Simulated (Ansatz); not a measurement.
# Na3Cd2: the cost of one run

Method: reference: DFT PBE, plane waves, PAW, scalar-relativistic, no spin polarisation, in Ansatz 0.2.0.

### 1 Starting point

It takes space group Pmmm (No. 47, orthorhombic). Conventional cell: a = 5.559 Å, b = 6.838 Å, c = 8.243 Å, α = 90.00°, β = 90.00°, γ = 90.00°. Na (site symmetry mmm) is surrounded by 2 Cd at 2.78 Å. Cd (site symmetry mmm) has 2 Cd at 3.42 Å as nearest neighbours. Around Na (site symmetry mmm) lie 2 Na at 2.78 Å. Around Cd (site symmetry mmm) lie 2 Na at 2.78 Å.

As a file:

```cif
data_structure
_symmetry_space_group_name_H-M 'P 1'
_symmetry_Int_Tables_number 1
_cell_length_a 8.2435
_cell_length_b 6.8381
_cell_length_c 5.5586
_cell_angle_alpha 90.000
_cell_angle_beta 90.000
_cell_angle_gamma 90.000
_cell_volume 313.33
loop_
_atom_site_label
_atom_site_type_symbol
_atom_site_fract_x
_atom_site_fract_y
_atom_site_fract_z
_atom_site_occupancy
Na1 Na 0.50000 0.00000 0.00000 1
Cd1 Cd 0.50000 0.50000 0.50000 1
Na2 Na 0.00000 0.00000 0.50000 1
Cd2 Cd 0.50000 0.00000 0.50000 1
Na3 Na 0.00000 0.00000 0.00000 1
```

### 2 Reference

File input.yaml:

```yaml
crystal:
  lattice:
    - [8.243468, 0.0, 0.0]
    - [0.0, 6.838093, 0.0]
    - [0.0, 0.0, 5.558573]
  atoms:
    - { symbol: Na, position: [0.5, 0.0, 0.0] }
    - { symbol: Cd, position: [0.5, 0.5, 0.5] }
    - { symbol: Na, position: [0.0, 0.0, 0.5] }
    - { symbol: Cd, position: [0.5, 0.0, 0.5] }
    - { symbol: Na, position: [0.0, 0.0, 0.0] }
  symmetry: { tolerance: 0.0003 }
kpoints:
  mp_grid: { grid: [3, 3, 3], shift: [0, 0, 0] }
magnetization:
  spin_polarized: false
scf:
  occupations: { method: fermi_dirac, width: 0.035 }
hamiltonian:
  pseudopotentials: { kind: paw }
  xc: pbe
basis:
  ecutwfc: 420
output:
  forces: true
  stress: true
  eigenvalues: true
```

Command:

```bash
$ ansatz run input.yaml --threads 1 --pin off --max-ram 2560MiB --backend cpu --events-out ev --progress --plain --runs-dir out
```

**Question.** How long does this run take on 1 thread of an Arm CPU, shared host, and how much memory does it need?

About 4.8 s, with a peak of 0.47 GiB.
